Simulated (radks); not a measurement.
# In⁴⁺ in [Kr] 4d9: an all-electron calculation

An exercise on one series of results from a longer session: the logs are not shown, and one member is left open.

Method: Dirac Kohn-Sham, PBEsol, spin-unpolarised, spherical densities, finite nucleus; open shells are shared between the two j in proportion to 2j + 1. Code: radks (a radial shooting solver on a logarithmic mesh, Libxc functionals) version 1.

### What is computed

| Property | Result |
| --- | --- |
| element | indium (Z = 49) |
| charge | +4 |
| electrons | 45 |
| configuration | [Kr] 4d9 |
| nuclear rms radius | 4.6156 fm |

Outer shells as boxes (Hund's rule):

In⁴⁺
```
[Kr] core
4d [↑↓][↑↓][↑↓][↑↓][↑ ]
```

The first run:

The run's settings:

```text
Z 49
configuration [Kr] 4d9
relativity Dirac
functional pbe_sol,pbe_sol
spin unpolarised
j_filling average
nucleus finite rms 4.6156 fm
c 137.035999084
```

Command:

```
python run_ks.py task.json out
```

The same process makes all the runs of this session.

Steps of the session up to this table: Self-consistent calculation.

One of the session's tables, all rows but one given; the rest of the session is left out.

It belongs to the step «Radial structure». Sizes of the orbitals, from the radial functions (bohr):

| level | <r> | outermost maximum (interpolated) | 90 % within | nodes |
| --- | --- | --- | --- | --- |
| 1s1/2 | 0.02972 | 0.0192 | 0.0534 | 0 |
| 2s1/2 | 0.1282 | 0.109 | 0.199 | 1 |
| 2p1/2 | 0.1085 | 0.0838 | 0.178 | 0 |
| 2p3/2 | ? | ? | ? | ? |
| 3s1/2 | 0.3485 | 0.316 | 0.513 | 2 |
| 3p1/2 | 0.3395 | 0.302 | 0.511 | 1 |
| 3p3/2 | 0.3506 | 0.312 | 0.527 | 1 |
| 3d3/2 | 0.3223 | 0.256 | 0.509 | 0 |
| 3d5/2 | 0.3258 | 0.259 | 0.514 | 0 |
| 4s1/2 | 0.8437 | 0.769 | 1.22 | 3 |
| 4p1/2 | 0.8928 | 0.797 | 1.31 | 2 |
| 4p3/2 | 0.9216 | 0.822 | 1.35 | 2 |
| 4d3/2 | 1.102 | 0.913 | 1.69 | 1 |
| 4d5/2 | 1.114 | 0.923 | 1.71 | 1 |

**Question.** Estimate the row for 2p3/2.

As computed: <r>: 0.1138; outermost maximum (interpolated): 0.0883; 90 % within: 0.185; nodes: 0. In the column «<r>» it lies between 2p1/2 (0.1085) and 2s1/2 (0.1282).

To keep in mind: Spin polarisation and multiplet splitting are left out.
